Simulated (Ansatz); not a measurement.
# ZrSi3O8: the cost of one run

Program: Ansatz 0.2.0. PAW datasets, plane waves. These are computed values for a spin-unpolarised cell that may be hypothetical; none is a measurement.

**1. Starting point**

The cell was relaxed beforehand with r2SCAN.

It is orthorhombic, Pmm2 (No. 25); a = 3.470 Å, b = 5.814 Å, c = 5.746 Å in the conventional setting, 9.66 Å³ an atom. Around Si lie 6 O at 1.64–2.04 Å; around Si lie 5 O at 1.66–2.01 Å; around O lie 1 Si at 1.64 Å and 1 Zr at 1.89 Å; around O lie 2 Si at 1.66 Å; around O lie 2 Si at 1.80 Å.

The structure in full:

```
Si O Zr
1.0
     3.46971    0.00000    0.00000
     0.00000    5.81366    0.00000
     0.00000    0.00000    5.74629
Si O Zr
3 8 1
Direct
  0.50000 0.00000 0.57890
  0.00000 0.75257 0.94188
  0.00000 0.24743 0.94188
  0.50000 0.79459 0.38382
  0.00000 0.00000 0.08564
  0.00000 0.00000 0.66298
  0.50000 0.76566 0.84306
  0.50000 0.20541 0.38382
  0.00000 0.50000 0.10935
  0.00000 0.50000 0.70361
  0.50000 0.23434 0.84306
  0.50000 0.50000 0.52200
```

**2. Band structure with PBE**

input.yaml

```yaml
crystal:
  lattice:
    - [3.4697056145, 0.0, 0.0]
    - [0.0, 5.8136580963, 0.0]
    - [0.0, 0.0, 5.746291597]
  atoms:
    - { symbol: Si, position: [0.5, 0.0, 0.5788989758] }
    - { symbol: Si, position: [0.0, 0.752572127, -0.0581193697] }
    - { symbol: O, position: [0.5, 0.7945894254, 0.3838237643] }
    - { symbol: O, position: [0.0, 0.0, 0.0856392582] }
    - { symbol: O, position: [0.0, 0.0, 0.6629770882] }
    - { symbol: O, position: [0.5, 0.7656605816, 0.8430552461] }
    - { symbol: Zr, position: [0.5, 0.5, 0.5220002179] }
    - { symbol: Si, position: [0.0, 0.247427873, -0.0581193697] }
    - { symbol: O, position: [0.5, 0.2054105746, 0.3838237643] }
    - { symbol: O, position: [0.0, 0.5, 0.1093533914] }
    - { symbol: O, position: [0.0, 0.5, 0.7036117875] }
    - { symbol: O, position: [0.5, 0.2343394184, 0.8430552461] }
kpoints:
  mp_grid: { grid: [8, 4, 4] }
  band_path:
    path:
      - [[0.0, 0.0, 0.0], [0.5, 0.0, 0.0], [0.5, 0.5, 0.0], [0.0, 0.5, 0.0], [0.0, 0.0, 0.0], [0.0, 0.0, 0.5], [0.5, 0.0, 0.5], [0.5, 0.5, 0.5], [0.0, 0.5, 0.5], [0.0, 0.0, 0.5]]
      - [[0.5, 0.0, 0.0], [0.5, 0.0, 0.5]]
      - [[0.0, 0.5, 0.0], [0.0, 0.5, 0.5]]
      - [[0.5, 0.5, 0.0], [0.5, 0.5, 0.5]]
    npoints: 10
hamiltonian:
  xc: pbe
scf:
  occupations: { method: fermi_dirac, width: 0.02 }
  n_extra_bands: 7
output:
  forces: true
  stress: true
  eigenvalues: true
```

**Question.** How long does this run take on 1 × NVIDIA H100 80GB HBM3 with 2 threads of AMD EPYC 7R13 (Zen 3), shared host, and how much memory does it need?

About 9.8 s, with a peak of 1.2 GiB on the host.
